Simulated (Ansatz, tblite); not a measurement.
# C₃₀H₂₀F₅O₃PS: one state, many levels

Aim: run the singlet of C₃₀H₂₀F₅O₃PS at one geometry on many levels, and compare frontier levels, spin and run time.

Program: Ansatz 0.2.0, Gaussian basis. Level of theory: as each input shows. These are calculated values, not measurements.

Plan: GFN1-xTB, GFN2-xTB, PBE-D4/def2-SVP, r2SCAN-D4/def2-SVP, r2SCANh-D4/def2-SVP, BLYP-D4/def2-SVP, r2SCAN0-D4/def2-SVP, r2SCAN-D4/def2-mTZVP.

## 1. The structure

The geometry is that of the singlet, from an earlier relaxation (PBE-D4/def2-SVP).

SMILES `O=S(=O)([O-])c1c(F)c(F)c(F)c(F)c1F.c1ccc([P+](c2ccccc2)(c2ccccc2)c2ccccc2)cc1`, 60 atoms, charge 0, spin multiplicity 1.

Bond lengths: O1–S2 1.478 Å, S2–O3 1.495 Å, S2–O4 1.517 Å, S2–C5 1.848 Å, C5–C6 1.403 Å, C5–C14 1.406 Å, C6–F7 1.336 Å, C6–C8 1.406 Å, C8–F9 1.341 Å, C8–C10 1.402 Å, C10–F11 1.338 Å, C10–C12 1.404 Å, C12–F13 1.340 Å, C12–C14 1.404 Å, C14–F15 1.340 Å, C16–C17 1.404 Å, C16–C40 1.403 Å, C16–H41 1.101 Å and more. Angles: O1–S2–O3 116.8°, O1–S2–O4 114.0°, O1–S2–C5 104.1°, O3–S2–O4 112.3°, O3–S2–C5 105.2°, O4–S2–C5 102.4°, S2–C5–C6 123.0°, S2–C5–C14 119.1°, C6–C5–C14 117.9°, C5–C6–F7 122.4°, C5–C6–C8 121.1°, F7–C6–C8 116.4°, C6–C8–F9 120.2°, C6–C8–C10 120.2°, F9–C8–C10 119.6°, C8–C10–F11 120.3°, C8–C10–C12 119.5°, F11–C10–C12 120.1° and more.

PBE0-D4/def2-SVP was run before; its log isn't repeated, and its numbers join the tables.

## 2. GFN1-xTB

Tight binding, by tblite at 300 K electronic temperature and without a spin-polarisation term:

```python
tblite.interface.Calculator('GFN1-xTB', numbers, positions, charge=0, uhf=0).singlepoint()
```

Energy -3269.1634 eV, HOMO -12.20 eV, LUMO -8.79 eV; 0.33 s.

## 3. GFN2-xTB

Tight binding, by tblite at 300 K electronic temperature and without a spin-polarisation term:

```python
tblite.interface.Calculator('GFN2-xTB', numbers, positions, charge=0, uhf=0).singlepoint()
```

Energy -3155.5479 eV, HOMO -10.47 eV, LUMO -7.80 eV; 0.27 s.

## 4. PBE-D4/def2-SVP

start.molden holds the orbitals of an earlier run on this state, given as this run's starting guess.

The input, in.yaml:

```yaml
crystal:
  periodic: [false, false, false]
  atoms:
    - {symbol: O, position_ang: [-3.562580, -0.568279, -2.766960]}
    - {symbol: S, position_ang: [-2.636505, -0.840433, -1.647373]}
    - {symbol: O, position_ang: [-2.188666, -2.255893, -1.470905]}
    - {symbol: O, position_ang: [-1.487565, 0.144699, -1.542789]}
    - {symbol: C, position_ang: [-3.628725, -0.452977, -0.136947]}
    - {symbol: C, position_ang: [-4.179619, -1.443161, 0.690121]}
    - {symbol: F, position_ang: [-3.999060, -2.746965, 0.464146]}
    - {symbol: C, position_ang: [-4.898675, -1.102659, 1.849815]}
    - {symbol: F, position_ang: [-5.350267, -2.063319, 2.669465]}
    - {symbol: C, position_ang: [-5.122871, 0.243349, 2.169848]}
    - {symbol: F, position_ang: [-5.798889, 0.571017, 3.276649]}
    - {symbol: C, position_ang: [-4.603165, 1.248198, 1.338497]}
    - {symbol: F, position_ang: [-4.810496, 2.536936, 1.643304]}
    - {symbol: C, position_ang: [-3.885375, 0.890758, 0.186535]}
    - {symbol: F, position_ang: [-3.419464, 1.893531, -0.570229]}
    - {symbol: C, position_ang: [0.935449, 4.658964, -0.130721]}
    - {symbol: C, position_ang: [-0.121262, 3.946309, -0.720448]}
    - {symbol: C, position_ang: [-0.091255, 2.546573, -0.786064]}
    - {symbol: C, position_ang: [1.014480, 1.858188, -0.237809]}
    - {symbol: P, position_ang: [1.062859, 0.036848, -0.301533]}
    - {symbol: C, position_ang: [-0.187621, -0.666088, 0.804648]}
    - {symbol: C, position_ang: [-0.848707, 0.191866, 1.706905]}
    - {symbol: C, position_ang: [-1.666501, -0.352031, 2.705282]}
    - {symbol: C, position_ang: [-1.844160, -1.741795, 2.793393]}
    - {symbol: C, position_ang: [-1.195306, -2.589893, 1.885083]}
    - {symbol: C, position_ang: [-0.353886, -2.060487, 0.897901]}
    - {symbol: C, position_ang: [2.639749, -0.467163, 0.500908]}
    - {symbol: C, position_ang: [2.707632, -0.473179, 1.911484]}
    - {symbol: C, position_ang: [3.901018, -0.825871, 2.555187]}
    - {symbol: C, position_ang: [5.030230, -1.184989, 1.800936]}
    - {symbol: C, position_ang: [4.961992, -1.192207, 0.399850]}
    - {symbol: C, position_ang: [3.771937, -0.834667, -0.252467]}
    - {symbol: C, position_ang: [1.211606, -0.504798, -2.027052]}
    - {symbol: C, position_ang: [2.025744, 0.295386, -2.854900]}
    - {symbol: C, position_ang: [2.269549, -0.100841, -4.178393]}
    - {symbol: C, position_ang: [1.702221, -1.285390, -4.671101]}
    - {symbol: C, position_ang: [0.877778, -2.065492, -3.844319]}
    - {symbol: C, position_ang: [0.623936, -1.683543, -2.520426]}
    - {symbol: C, position_ang: [2.080022, 2.569196, 0.353449]}
    - {symbol: C, position_ang: [2.036244, 3.970311, 0.401774]}
    - {symbol: H, position_ang: [0.901982, 5.758387, -0.086127]}
    - {symbol: H, position_ang: [-0.987732, 4.481948, -1.136806]}
    - {symbol: H, position_ang: [-0.913804, 1.972236, -1.244841]}
    - {symbol: H, position_ang: [-0.727372, 1.280886, 1.627532]}
    - {symbol: H, position_ang: [-2.181528, 0.318169, 3.408550]}
    - {symbol: H, position_ang: [-2.510237, -2.164892, 3.560112]}
    - {symbol: H, position_ang: [-1.351662, -3.676627, 1.934283]}
    - {symbol: H, position_ang: [0.169075, -2.737994, 0.210961]}
    - {symbol: H, position_ang: [1.820967, -0.209995, 2.507671]}
    - {symbol: H, position_ang: [3.945692, -0.828670, 3.654701]}
    - {symbol: H, position_ang: [5.964486, -1.468746, 2.308946]}
    - {symbol: H, position_ang: [5.840180, -1.484332, -0.195539]}
    - {symbol: H, position_ang: [3.723252, -0.852517, -1.350552]}
    - {symbol: H, position_ang: [2.455893, 1.235392, -2.476743]}
    - {symbol: H, position_ang: [2.894819, 0.529524, -4.828271]}
    - {symbol: H, position_ang: [1.885988, -1.590898, -5.712383]}
    - {symbol: H, position_ang: [0.395104, -2.971924, -4.238889]}
    - {symbol: H, position_ang: [-0.108433, -2.248512, -1.924239]}
    - {symbol: H, position_ang: [2.942760, 2.034357, 0.775699]}
    - {symbol: H, position_ang: [2.868721, 4.524199, 0.861189]}
basis:
  gaussian: {orbitals: def2-SVP, fitting: {mean_field: def2-universal-jkfit}, initial_orbitals: start.molden}
hamiltonian: {xc: pbe, dispersion: d4}
scf: {omitted_lower_state_checks: [starts]}
output: {forces: true, orbitals: {seedname: orbitals}}
```

The run is started by

```bash
$ ansatz run in.yaml --threads 2 --pin off --events-out ev --progress --plain --max-ram 32768MiB --backend cuda --devices 0, --max-vram 18GiB
```

After this run come: r2SCAN-D4/def2-SVP; r2SCANh-D4/def2-SVP; BLYP-D4/def2-SVP; r2SCAN0-D4/def2-SVP; r2SCAN-D4/def2-mTZVP.

Q: Predict the results of all the runs planned. Wanted: gap in def2-SVP, named functionals, smallest and largest; binding an atom, functionals in def2-SVP.

**Answer**, as computed:

| quantity | value |
| --- | --- |
| gap in def2-SVP, named functionals, smallest and largest | 2.25 eV (PBE-D4), 4.98 eV (r2SCAN0-D4) |
| binding an atom, functionals in def2-SVP | 5.04 (r2SCAN0-D4) to 5.37 eV (PBE-D4) |

In words: Over the named functionals in def2-SVP the gap runs from 2.25 eV (PBE-D4) to 4.98 eV (r2SCAN0-D4); exact exchange widens it.
